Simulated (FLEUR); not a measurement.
# Fe2Ge (P6/mmm) in FLEUR: single point with PBEsol

Aim: the single point of Fe2Ge with PBEsol.

All numbers are computed with FLEUR MaX-R8.1 (later development tree); they aren't measurements. Logs are shortened: lines on timing, memory, paths and dates and some standing lists are left out, and cuts for length are marked.

## Step 1: The structure

It takes space group P6/mmm (No. 191, hexagonal). The conventional cell has a = 4.164 Å, b = 4.164 Å, c = 2.626 Å, α = 90.00°, β = 90.00°, γ = 120.00°. Ge (site symmetry 6/mmm) has 2 Ge at 2.63 Å and 12 Fe at 2.74 Å as nearest neighbours. Fe (site symmetry -6m2) has 5 Fe at 2.40 to 2.63 Å and 6 Ge at 2.74 Å as nearest neighbours.

The cell comes from a database or a generator and needn't be the stable form of this composition.

## Step 2: Single point, PBEsol, collinear spin, ferromagnetic start

inp.xml reads:

```xml
<?xml version="1.0" encoding="UTF-8" standalone="no"?>
<fleurInput fleurInputVersion="0.39">
   <comment>
      Fe2Ge                                                                                               
   </comment>
   <calculationSetup>
      <cutoffs Kmax="4.8" Gmax="14.9" GmaxXC="14.9" numbands="0"/>
      <scfLoop itmax="60" minDistance="0.00001" maxIterBroyd="15" imix="Anderson" alpha="0.05" precondParam="0.0" spinf="2.0" sdNocoIR="T"/>
      <coreElectrons ctail="T" frcor="F" kcrel="0" coretail_lmax="0"/>
      <xcFunctional name="PBEs" relativisticCorrections="F"/>
      <magnetism jspins="2"/>
      <soc l_soc="F" theta="0.0" phi="0.0" spav="F"/>
      <expertModes spex="0" secvar="F"/>
      <geometryOptimization l_f="T" forcealpha="1.0" forcemix="BFGS" epsdisp="0.0005" epsforce="0.0002"/>
      <ldaU l_linMix="F" mixParam="0.05" spinf="1.0"/>
   </calculationSetup>
   <cell>
      <bzIntegration valenceElectrons="54.0" mode="hist" fermiSmearingEnergy="0.00183747">
         <kPointListSelection listName="default-1"/>
         <!-- k-points included here -->
         <xi:include xmlns:xi="http://www.w3.org/2001/XInclude" href="kpts.xml"> </xi:include>
      </bzIntegration>
      <!-- symmetry operations included here -->
      <xi:include xmlns:xi="http://www.w3.org/2001/XInclude" href="sym.xml"> </xi:include>
      <bulkLattice scale="1.0">
         <bravaisMatrix>
            <row-1>    7.8681280934949962     0.0000000000000000     0.0000000000000000</row-1>
            <row-2>   -3.9340640467474981     6.8139988092037953     0.0000000000000000</row-2>
            <row-3>    0.0000000000000000     0.0000000000000000     4.9633014155736639</row-3>
         </bravaisMatrix>
      </bulkLattice>
   </cell>
   <atomSpecies>
      <species name="Germanium (Ge)" element="Ge" atomicNumber="32">
         <mtSphere radius="2.23" gridPoints="761" logIncrement="0.016"/>
         <atomicCutoffs lmax="9" lnonsphr="9"/>
         <electronConfig flipSpins="F">
            <coreConfig>(1s1/2) (2s1/2) (2p1/2) (2p3/2)</coreConfig>
            <valenceConfig>(3s1/2) (3p1/2) (3p3/2) (4s1/2) (3d3/2) (3d5/2) (4p1/2) (4p3/2)</valenceConfig>
            <stateOccupation state="(4p1/2)" spinUp="0.333333" spinDown="0.333333"/>
            <stateOccupation state="(4p3/2)" spinUp="0.666667" spinDown="0.666667"/>
         </electronConfig>
         <energyParameters s="4" p="4" d="3" f="4"/>
         <lo type="SCLO" l="0" n="3" eDeriv="0"/>
         <lo type="SCLO" l="1" n="3" eDeriv="0"/>
         <lo type="SCLO" l="1" n="3" eDeriv="1"/>
         <lo type="HELO" l="2" n="4" eDeriv="0"/>
         <lo type="HELO" l="2" n="4" eDeriv="1"/>
         <lo type="SCLO" l="3" n="4" eDeriv="2"/>
      </species>
      <species name="Iron (Fe) 3.000" element="Fe" atomicNumber="26">
         <mtSphere radius="2.04" gridPoints="695" logIncrement="0.017"/>
         <atomicCutoffs lmax="8" lnonsphr="8"/>
         <electronConfig flipSpins="F">
            <coreConfig>(1s1/2) (2s1/2) (2p1/2) (2p3/2)</coreConfig>
            <valenceConfig>(3s1/2) (3p1/2) (3p3/2) (4s1/2) (3d3/2) (3d5/2)</valenceConfig>
            <stateOccupation state="(3d3/2)" spinUp="1.5" spinDown="0.9"/>
            <stateOccupation state="(3d5/2)" spinUp="3.0" spinDown="0.6"/>
         </electronConfig>
         <energyParameters s="4" p="4" d="3" f="4"/>
         <lo type="SCLO" l="0" n="3" eDeriv="0"/>
         <lo type="SCLO" l="1" n="3" eDeriv="0"/>
         <lo type="SCLO" l="1" n="3" eDeriv="1"/>
         <lo type="SCLO" l="2" n="3" eDeriv="2"/>
         <lo type="SCLO" l="3" n="4" eDeriv="2"/>
      </species>
   </atomSpecies>
   <atomGroups>
      <atomGroup species="Germanium (Ge)">
         <relPos label="                   1">.0000000000 .0000000000 .0000000000</relPos>
         <force calculate="T" relaxXYZ="TTT"/>
      </atomGroup>
      <atomGroup species="Iron (Fe) 3.000">
         <relPos label="                   2">1.000/3.000 -1.000/3.000 1.000/2.000</relPos>
         <relPos label="                   3">-1.000/3.000 1.000/3.000 1.000/2.000</relPos>
         <force calculate="T" relaxXYZ="TTT"/>
      </atomGroup>
   </atomGroups>
   <output dos="F" band="F" slice="F">
      <checks vchk="F" cdinf="F"/>
      <bandDOS minEnergy="-.5*Htr" maxEnergy="0.5*Htr" sigma="0.015" storeEVData="T"/>
      <vacuumDOS vacdos="F" integ="F" star="F" nstars="0" locx1="0.0" locy1="0.0" locx2="0.0" locy2="0.0" nstm="0" tworkf="0.0"/>
      <unfoldingBand unfoldBand="F" supercellX="1" supercellY="1" supercellZ="1"/>
      <plotting iplot="0" polar="F">
         <plot TwoD="T" vec1="  1.0  0.0  0.0" vec2="  0.0  1.0  0.0" vec3="  0.0  0.0  1.0" zero="  0.0  0.0  0.0" file="plot"/>
      </plotting>
      <chargeDensitySlicing numkpt="0" minEigenval="0.0" maxEigenval="0.0" nnne="0" pallst="F"/>
      <specialOutput eonly="F"/>
      <moessbauerParams electricFieldGradient="T" isomerShift="T" coreHyperfine="T" valenceHyperfine="T"/>
      <magneticCircularDichroism mcd="F" energyLo="-10.0" energyUp="0.0"/>
   </output>
  <!-- We include the file relax.xml here to enable relaxations (see documentation) -->
  <xi:include xmlns:xi="http://www.w3.org/2001/XInclude" href="relax.xml"> <xi:fallback/> </xi:include>
</fleurInput>
```

crystal.txt reads:

```
Fe2Ge
&input cartesian=F /
4.1636340796  0.0000000000  0.0000000000
-2.0818170398  3.6058128850  0.0000000000
0.0000000000  0.0000000000  2.6264660000
1.8897261246
1.0 1.0 1.0

3
32 0.0000000000  0.0000000000  0.0000000000
26 0.3333333333  0.6666666667  0.5000000000 : 3.000
26 0.6666666667  0.3333333333  0.5000000000 : 3.000

&kpt div1=7 div2=7 div3=10 gamma=T /
```

Potentials or basis: all-electron, FLAPW.

Run with:

```sh
$ inpgen -f crystal.txt -profile fastHighL
$ # inp.xml edited to the form shown
$ fleur_MPI
```

The program printed:

```text
Welcome to FLEUR        (www.flapw.de)
      MaX-Release 8.1          (www.max-centre.eu)

 ========== k-point set info ==========
 Selected k-point list: default-1
 k-point list type: mesh
 7 x 7 x 10
 Number of k points: 48

 ------------Calculation Setup---------------------------
 Number of MPI-tasks      :            1
 Number of PE/node        :            1
 Number of OMP-threads    :            1
 Most efficient MPI parallelization for:
           1           2           3           4           6           8          12          16          24          48
 Additional eigenvalue parallelization possible
 Number of basis functions:          634
 Approximate size of matrices (H+S) per k-point:         0.006 GB
 --------------------------------------------------------
 Iteration:     1   Distance:      12.98923145 me/bohr^3
 Iteration:     2   Distance:      11.89415898 me/bohr^3
 Iteration:     3   Distance:       9.14613300 me/bohr^3
 Iteration:     4   Distance:       6.08184457 me/bohr^3
 Iteration:     5   Distance:       3.28972012 me/bohr^3
 Iteration:     6   Distance:       1.83703417 me/bohr^3
 Iteration:     7   Distance:       1.09552461 me/bohr^3
 Iteration:     8   Distance:       0.47372752 me/bohr^3
 Iteration:     9   Distance:       0.33661607 me/bohr^3
 Iteration:    10   Distance:       0.10743663 me/bohr^3
[... 5 lines left out ...]
 Iteration:    16   Distance:       0.01072182 me/bohr^3
 Iteration:    17   Distance:       0.00338972 me/bohr^3
 Iteration:    18   Distance:       0.00155973 me/bohr^3
 Iteration:    19   Distance:       0.00094589 me/bohr^3
 Iteration:    20   Distance:       0.00042910 me/bohr^3
 Iteration:    21   Distance:       0.00033275 me/bohr^3
 Iteration:    22   Distance:       0.00007661 me/bohr^3
 Iteration:    23   Distance:       0.00001683 me/bohr^3
 Iteration:    24   Distance:       0.00001406 me/bohr^3
 Iteration:    25   Distance:       0.00000487 me/bohr^3

 ********************************************************************
 Run finished successfully
 Stop message:
   Structural relaxation: Done
 ********************************************************************
```

Run time: 8.7 min. Hardware: 1 thread of Arm Neoverse V2, shared host; peak memory 0.1 GiB.

What came out:

```yaml
Free_energy: -126283.2515 eV
Band_gap_on_the_k_mesh: none (metal or under the smearing width)
Net_moment: 5.05 μB per cell
Site_moments: Ge +0.01; Fe +2.45 μB
Valence_electrons_inside_the_program's_atomic_spheres: Ge 20.13; Fe 14.21 (radii Ge 2.23, Fe 2.04 bohr)
```

Levels at points of the mesh, in eV from the Fermi level:
Spin up:
| k point | band 27 | band 28 | band 29 | band 30 | band 31 | band 32 | band 33 | band 34 |
| --- | --- | --- | --- | --- | --- | --- | --- | --- |
| (0.00, 0.00, 0.00) | -1.48 | -1.48 | 0.15 | 2.02 | 2.02 | 2.76 | 2.76 | 7.01 |
| (0.00, 0.00, 0.50) | -2.39 | -0.59 | -0.34 | 3.59 | 3.59 | 4.54 | 5.99 | 7.56 |
Spin down:
```tsv
k point	band 20	band 21	band 22	band 23	band 24	band 25	band 26	band 27	band 28	band 29
(0.00, 0.00, 0.00)	-3.91	-2.55	-1.31	-1.17	-1.17	0.48	0.48	0.77	1.47	1.47
(0.00, 0.00, 0.50)	-1.98	-1.98	-1.14	-1.14	-0.84	-0.84	-0.34	-0.34	1.17	1.92
```

Core levels (eV from the Fermi level):
| atom | levels |
| --- | --- |
| 1 Ge | 1s1/2 -10944.7, 2s1/2 -1365.8, 2p1/2 -1214.7, 2p3/2 -1182.9 |
| 2 Fe | 1s1/2 -6983.2, 2s1/2 -812.1, 2p1/2 -699.5, 2p3/2 -687.0 |
| 3 Fe | 1s1/2 -6983.2, 2s1/2 -812.1, 2p1/2 -699.5, 2p3/2 -687.0 |
